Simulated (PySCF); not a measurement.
# [Eu(N2)8]3+: other functionals and bases at one geometry

An exercise on one series of results from a longer session: the logs are not shown, and one member is left open.

The runs use PySCF 2.14.0; several levels, as the steps say, no spin–orbit coupling.

2 further runs of the same task are left out: 2 for a known fault of the program.

## Where the work starts

17 atoms, charge 3, spin multiplicity 1.

Bond lengths: Eu1–N2 2.618 Å, Eu1–N4 2.618 Å, Eu1–N6 2.618 Å, Eu1–N8 2.618 Å, Eu1–N10 2.618 Å, Eu1–N12 2.618 Å, Eu1–N14 2.618 Å, Eu1–N16 2.618 Å, N2–N3 1.100 Å, N4–N5 1.100 Å, N6–N7 1.100 Å, N8–N9 1.100 Å, N10–N11 1.100 Å, N12–N13 1.100 Å, N14–N15 1.100 Å, N16–N17 1.100 Å. Angles: N2–Eu1–N4 73.5°, N2–Eu1–N6 115.6°, N2–Eu1–N8 73.5°, N2–Eu1–N10 77.2°, N2–Eu1–N12 142.2°, N2–Eu1–N14 142.2°, N2–Eu1–N16 77.2°, N4–Eu1–N6 73.5°, N4–Eu1–N8 115.6°, N4–Eu1–N10 77.2°, N4–Eu1–N12 77.2°, N4–Eu1–N14 142.2°, N4–Eu1–N16 142.2°, N6–Eu1–N8 73.5°, N6–Eu1–N10 142.2°, N6–Eu1–N12 77.2°, N6–Eu1–N14 77.2°, N6–Eu1–N16 142.2° and more.

Coordinates:

```tsv
atom	x (Å)	y (Å)	z (Å)
Eu1	0.00000	0.00000	0.00000
N2	2.21486	0.00000	1.39563
N3	3.14455	0.00000	1.98308
N4	0.00000	2.21486	1.39563
N5	0.00000	3.14455	1.98308
N6	-2.21486	0.00000	1.39563
N7	-3.14455	0.00000	1.98308
N8	0.00000	-2.21486	1.39563
N9	0.00000	-3.14455	1.98308
N10	1.56614	1.56614	-1.39563
N11	2.22354	2.22353	-1.98308
N12	-1.56614	1.56614	-1.39563
N13	-2.22353	2.22354	-1.98308
N14	-1.56614	-1.56614	-1.39563
N15	-2.22354	-2.22353	-1.98308
N16	1.56614	-1.56614	-1.39563
N17	2.22353	-2.22354	-1.98308
```

Formal oxidation states: Eu +3. Each metal's 6 4f electrons lie in its core potential, so multiplicities, spins and levels count the valence alone. An earlier session relaxed this geometry at PBE0, Eu lcecp-1-SVP with ECP52, N def2-SVP (singlet, point group D4d).

At PBE0 on the finer grid: E = -908.796303 Eh, HOMO -24.38 eV, LUMO -16.00 eV, Mulliken charge on Eu1 +1.77 e, largest force component 0.006 eV/Å. 

Levels to run: r2SCAN; HF; revPBE; B3LYP. Hardware: 4 threads of AMD EPYC 7R43 (Zen 3), shared host.

The first run:

run.py (the lines that set the calculation) reads:

```python
mol = gto.M(atom='''
Eu     0.00000     0.00000     0.00000
N      2.21486     0.00000     1.39563
N      3.14455     0.00000     1.98308
N      0.00000     2.21486     1.39563
N      0.00000     3.14455     1.98308
N     -2.21486     0.00000     1.39563
N     -3.14455     0.00000     1.98308
N      0.00000    -2.21486     1.39563
N      0.00000    -3.14455     1.98308
N      1.56614     1.56614    -1.39563
N      2.22354     2.22353    -1.98308
N     -1.56614     1.56614    -1.39563
N     -2.22353     2.22354    -1.98308
N     -1.56614    -1.56614    -1.39563
N     -2.22354    -2.22353    -1.98308
N      1.56614    -1.56614    -1.39563
N      2.22353    -2.22354    -1.98308''',
    basis={'Eu': 'lcecp-1-SVP', 'N': 'def2-SVP'},
    ecp={'Eu': 'lcecp-1-SVP'},
    charge=3, spin=0)
mf = dft.RKS(mol, xc='R2SCAN')
mf.grids.atom_grid = (75, 302)  # f atoms: unpruned, at least (60, 302)
mf = mf.density_fit()  # fitting sets: Eu AutoAux, N def2-universal-JKFIT
mf.conv_tol = 1e-08; mf.max_cycle = 55
mf.kernel(dm0)  # dm0: the density of the relaxed state
```

The run is started by

```console
OMP_NUM_THREADS=4 python run.py
```

Among the steps run: r2SCAN; HF; revPBE; B3LYP.

One table of the session follows, with a row left open; its other results are not shown here.

```
              level  HOMO (eV)  gap (eV)  charge on Eu1 (e)  largest force component (eV/Å)
PBE0 (relaxed here)     -24.38      8.38               1.77                            0.01
             r2SCAN     -22.95      6.17               1.77                            0.71
                 HF     -28.72     16.51               2.31                            4.06
             revPBE          ?         ?                  ?                               ?
              B3LYP     -24.06      7.83               1.65                            0.38
```

Q: Estimate the row for revPBE from the others.

The run gave: HOMO (eV): -22.29; gap (eV): 5.59; charge on Eu1 (e): 1.60; largest force component (eV/Å): 2.12. In the column «HOMO (eV)» it is the highest.

In one basis the HOMO–LUMO gap runs from 5.59 eV (revPBE) to 16.51 eV (HF). The largest leftover force, 4.06 eV/Å with HF, stands at a geometry relaxed at another level. With 4f in the core, its levels are missing from HOMO and gap, and its count is fixed, so no charge can pass from the ligands into it. Total energies of different levels can't be compared.
